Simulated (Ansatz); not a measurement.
**Na: energies, forces and stress near the listed structure**

Aim: see how energy, forces, stress and gap of Na answer to random distortions, further strains and shifts, swapped elements, distortions that keep the symmetry. Nothing is relaxed unless a step says so.

Computed with Ansatz 0.2.0 (DFT PBEsol, scalar-relativistic, plane waves, PAW, unless a step's input says otherwise).

**1. The starting structure**

It takes space group C2/m (No. 12, monoclinic). The conventional cell has a = 6.393 Å, b = 3.713 Å, c = 9.614 Å, α = 90.00°, β = 103.07°, γ = 90.00°. Around Na (site symmetry 2/m) lie 12 Na at 3.70 to 3.79 Å. Na (site symmetry m) is surrounded by 12 Na at 3.70 to 3.79 Å.

Cell or atoms stand a little off a more symmetric structure (R-3m at a tolerance of 0.3 Å), so results at this geometry aren't those of that ideal crystal.

Structure file:

```cif
data_structure
_symmetry_space_group_name_H-M 'C2/m'
_symmetry_Int_Tables_number 12
_cell_length_a 6.3933
_cell_length_b 3.7131
_cell_length_c 9.6140
_cell_angle_alpha 90.000
_cell_angle_beta 103.072
_cell_angle_gamma 90.000
_cell_volume 222.31
loop_
_atom_site_label
_atom_site_type_symbol
_atom_site_symmetry_multiplicity
_atom_site_Wyckoff_symbol
_atom_site_fract_x
_atom_site_fract_y
_atom_site_fract_z
_atom_site_occupancy
Na1 Na 2 a 0.00000 0.00000 0.00000 1
Na2 Na 4 i 0.72241 0.50000 0.66668 1
```

The structure comes from the Materials Project (structure only).

**2. A change within a subgroup**

The change: strain xx, yy, zz, yz, xz, xy = -1.2, -1.5, -1.6, +0.1, +1.0, +0.0 %; atoms moved by 0.06 Å root mean square, at most 0.07 Å.

The input, input.yaml:

```yaml
crystal:
  lattice:
    - [3.1563524577, -1.8283047909, 0.0298314856]
    - [3.1573549958, 1.830030983, 0.0341015553]
    - [-2.0537313983, 0.0101824768, 9.1886802457]
  atoms:
    - { symbol: Na, position: [0.0, 0.0, 0.0] }
    - { symbol: Na, position: [0.2149022047, 0.2447914475, 0.6691841465] }
    - { symbol: Na, position: [0.7850977953, 0.7552085525, 0.3308158535] }
basis:
  ecutwfc: 420
kpoints:
  mp_grid: { grid: [14, 14, 6] }
hamiltonian:
  xc: pbesol
scf:
  occupations: { method: gaussian, width: 0.1 }
output:
  forces: true
  stress: true
  eigenvalues: true
```

**3. Substitution of an element, cell strained: Na → Li, first probe**

The input, input.yaml:

```yaml
crystal:
  lattice:
    - [2.7649565875, -1.6058318804, 0.0]
    - [2.7649565875, 1.6058318804, 0.0]
    - [-1.8808005507, 0.0, 8.1001643417]
  atoms:
    - { symbol: Li, position: [0.0, 0.0, 0.0] }
    - { symbol: Li, position: [0.222415, 0.222415, 0.666676] }
    - { symbol: Li, position: [0.777585, 0.777585, 0.333324] }
basis:
  ecutwfc: 420
kpoints:
  mp_grid: { grid: [6, 6, 2] }
hamiltonian:
  xc: pbesol
scf:
  occupations: { method: gaussian, width: 0.1 }
output:
  forces: true
  stress: true
  eigenvalues: true
```

**4. Substitution of an element, cell strained: Na → Li**

Changes to input.yaml since step 3:

```diff
@@ -12,3 +12,3 @@
 kpoints:
-  mp_grid: { grid: [6, 6, 2] }
+  mp_grid: { grid: [16, 16, 6] }
 hamiltonian:
```

**5. A random distortion, cell strained**

The input, input.yaml:

```yaml
crystal:
  lattice:
    - [3.0864810348, -1.7849519409, 0.0101263589]
    - [3.0859983313, 1.7841208114, -0.0270046817]
    - [-2.1240694759, -0.0933658329, 9.0372030113]
  atoms:
    - { symbol: Na, position: [-0.0005292091, -0.0072513477, -0.0006492362] }
    - { symbol: Na, position: [0.2153449947, 0.2333999694, 0.6677267375] }
    - { symbol: Na, position: [0.7851842144, 0.7738513783, 0.3329224987] }
basis:
  ecutwfc: 420
kpoints:
  mp_grid: { grid: [12, 12, 4] }
hamiltonian:
  xc: pbesol
scf:
  occupations: { method: gaussian, width: 0.1 }
output:
  forces: true
  stress: true
  eigenvalues: true
  populations: true
```

**6. A random distortion, cell strained**

The input, input.yaml:

```yaml
crystal:
  lattice:
    - [3.3278203383, -1.9288091251, 0.0261369471]
    - [3.3334271255, 1.9384630142, 0.0377960938]
    - [-2.1719346, 0.0261222104, 9.6982217973]
  atoms:
    - { symbol: Na, position: [0.0183056622, 0.0073175511, -0.0009204631] }
    - { symbol: Na, position: [0.1704385395, 0.2493859633, 0.6755592165] }
    - { symbol: Na, position: [0.8112542342, 0.7432949214, 0.3253612466] }
basis:
  ecutwfc: 420
kpoints:
  mp_grid: { grid: [12, 12, 4] }
hamiltonian:
  xc: pbesol
scf:
  occupations: { method: gaussian, width: 0.1 }
output:
  forces: true
  stress: true
  eigenvalues: true
```

**7. A change within the space group**

The input, input.yaml:

```yaml
crystal:
  lattice:
    - [3.3583387051, -1.9613172604, -0.0973380548]
    - [3.3583387051, 1.9613172604, -0.0973380548]
    - [-2.5695953268, 0.0, 9.3701916855]
  atoms:
    - { symbol: Na, position: [0.0, 0.0, 0.0] }
    - { symbol: Na, position: [0.251827281, 0.251827281, 0.6696318428] }
    - { symbol: Na, position: [0.748172719, 0.748172719, 0.3303681572] }
basis:
  ecutwfc: 420
kpoints:
  mp_grid: { grid: [14, 14, 6] }
hamiltonian:
  xc: pbesol
scf:
  occupations: { method: gaussian, width: 0.1 }
output:
  forces: true
  stress: true
  eigenvalues: true
  populations: true
```

**8. A distortion of lower symmetry**

The input, input.yaml:

```yaml
crystal:
  lattice:
    - [3.1841531352, -1.8956138841, -0.1497951148]
    - [3.1841531352, 1.8956138841, -0.1497951148]
    - [-2.6047866539, 0.0, 8.7041661428]
  atoms:
    - { symbol: Na, position: [-0.0253029046, -0.0253029046, 0.0109338209] }
    - { symbol: Na, position: [0.2356640196, 0.2356640196, 0.6605430337] }
    - { symbol: Na, position: [0.7896388849, 0.7896388849, 0.3285231454] }
basis:
  ecutwfc: 420
kpoints:
  mp_grid: { grid: [14, 14, 6] }
hamiltonian:
  xc: pbesol
scf:
  occupations: { method: gaussian, width: 0.1 }
output:
  forces: true
  stress: true
  eigenvalues: true
```

**9. A change within the space group**

The input, input.yaml:

```yaml
crystal:
  lattice:
    - [3.1082646157, -1.7740097262, -0.1192990543]
    - [3.1082646157, 1.7740097262, -0.1192990543]
    - [-2.4638244872, 0.0, 9.9511417737]
  atoms:
    - { symbol: Na, position: [0.0, 0.0, 0.0] }
    - { symbol: Na, position: [0.2361329255, 0.2361329255, 0.6596109823] }
    - { symbol: Na, position: [0.7638670745, 0.7638670745, 0.3403890177] }
basis:
  ecutwfc: 420
kpoints:
  mp_grid: { grid: [14, 14, 6] }
hamiltonian:
  xc: pbesol
scf:
  occupations: { method: gaussian, width: 0.1 }
output:
  forces: true
  stress: true
  eigenvalues: true
```

What does the calculation give? Wanted: for each run, case; energy; pressure; largest force.

As calculated:

| step | case | energy (meV/atom) | pressure (GPa) | largest force (eV/Å) | gap on the mesh (eV) |
| --- | --- | --- | --- | --- | --- |
| 2 | a change within a subgroup | +0.0 | 0.2 | 0.03 | 0.00 |
| 4 | substitution of an element, cell strained: Na → Li | n/a | -1.8 | 0.00 | 0.00 |
| 5 | a random distortion, cell strained | +6.1* | 0.9 | 0.02 | 0.00 |
| 6 | a random distortion, cell strained | +16.1* | -0.8 | 0.05 | 0.00 |
| 7 | a change within the space group | +11.0 | -0.7 | 0.03 | 0.00 |
| 8 | a distortion of lower symmetry | +10.9 | 0.5 | 0.13 | 0.00 |
| 9 | a change within the space group | +15.8 | 0.1 | 0.05 | 0.00 |

Energies are counted from step 2, with the smearing taken to zero; a star marks another k mesh, which can shift energies by itself, so starred rows don't rank against the others. Other atoms or functionals have another zero of energy (n/a). A gap of 0.00 means none on the mesh at this level.

What this shows: Among the distorted cells of the listed formula and level the largest force, 0.13 eV/Å, acts on Na1 in step 8. The pressure is 0.9 GPa in the smallest cell and -0.8 GPa in the largest; between them shape and moved atoms count too. The distorted cells of the listed formula and level show no gap on the mesh.
